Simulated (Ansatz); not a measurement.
# C3H3F2GaO2: basis-set convergence

One table from this session's results is given with a row withheld; the runs are named, their logs left out.

The runs use Ansatz 0.2.0, Gaussian basis; one geometry, several basis sets.

Levels to be run: PBE0-D4/def2-SVP; ωB97M-V/def2-SVP; PBE0-D4/def2-QZVPP; ωB97M-V/def2-QZVPP; the functionals' def2-TZVPP values are taken from earlier runs.

### The relaxed structure

The geometry comes from an earlier relaxation with PBE0-D4 in a triple-zeta def2 set; it is a stationary point, not always the lowest conformer.

11 atoms, charge 0, spin multiplicity 1.

Atoms are counted from 1 here; the program's logs count them from 0.

Bond lengths: F1–Ga2 1.743 Å, Ga2–F3 1.743 Å, Ga2–O4 1.897 Å, Ga2–O8 1.897 Å, O4–C5 1.268 Å, C5–C6 1.389 Å, C5–H9 1.094 Å, C6–C7 1.389 Å, C6–H10 1.081 Å, C7–O8 1.268 Å, C7–H11 1.094 Å. Angles: F1–Ga2–F3 119.3°, F1–Ga2–O4 109.5°, F1–Ga2–O8 109.6°, F3–Ga2–O4 109.6°, F3–Ga2–O8 109.6°, O4–Ga2–O8 96.9°, Ga2–O4–C5 122.6°, O4–C5–C6 127.1°, O4–C5–H9 114.8°, C6–C5–H9 118.1°, C5–C6–C7 123.6°, C5–C6–H10 118.2°, C7–C6–H10 118.2°, C6–C7–O8 127.1°, C6–C7–H11 118.1°, O8–C7–H11 114.8°, Ga2–O8–C7 122.6°.

The first run:

Contents of in.yaml:

```yaml
crystal:
  periodic: [false, false, false]
  atoms:
    - {symbol: F, position_ang: [-0.787123, -2.075626, 2.084339]}
    - {symbol: Ga, position_ang: [0.431559, -1.075286, 1.340965]}
    - {symbol: F, position_ang: [2.069043, -1.144581, 1.934171]}
    - {symbol: O, position_ang: [-0.158987, 0.727368, 1.310034]}
    - {symbol: C, position_ang: [-0.422934, 1.342339, 0.232685]}
    - {symbol: C, position_ang: [-0.332422, 0.843492, -1.060411]}
    - {symbol: C, position_ang: [0.077638, -0.449636, -1.358416]}
    - {symbol: O, position_ang: [0.421721, -1.351678, -0.535938]}
    - {symbol: H, position_ang: [-0.755667, 2.376504, 0.363472]}
    - {symbol: H, position_ang: [-0.594576, 1.497771, -1.879777]}
    - {symbol: H, position_ang: [0.117147, -0.747666, -2.410524]}
basis:
  gaussian: {orbitals: def2-SVP}
hamiltonian: {xc: pbe0, dispersion: d4}
output: {orbitals: {seedname: orbitals}}
```

Started as:

```
$ ansatz run in.yaml --threads 4 --pin off --events-out ev --progress --plain --max-ram 11315MiB
```

Among the steps run: PBE0-D4 in def2-SVP; ωB97M-V in def2-SVP; PBE0-D4 in def2-QZVPP; ωB97M-V in def2-QZVPP.

One table of the session follows, with a row left open; its other results are not shown here.

It belongs to the step «Functionals by basis». 

| functional | basis | HOMO (eV) | LUMO (eV) |
| --- | --- | --- | --- |
| PBE0-D4 | def2-SVP | -8.34 | -2.82 |
| PBE0-D4 | def2-TZVPP | -8.35 | -2.89 |
| PBE0-D4 | def2-QZVPP | -8.37 | -2.92 |
| ωB97M-V | def2-SVP | ? | ? |
| ωB97M-V | def2-TZVPP | -10.45 | -0.73 |
| ωB97M-V | def2-QZVPP | -10.47 | -0.79 |

**Question.** Estimate the row for ωB97M-V, def2-SVP.

The run gave: HOMO (eV): -10.42; LUMO (eV): -0.61. In the column «HOMO (eV)» it lies between ωB97M-V, def2-TZVPP (-10.45) and PBE0-D4, def2-QZVPP (-8.37).
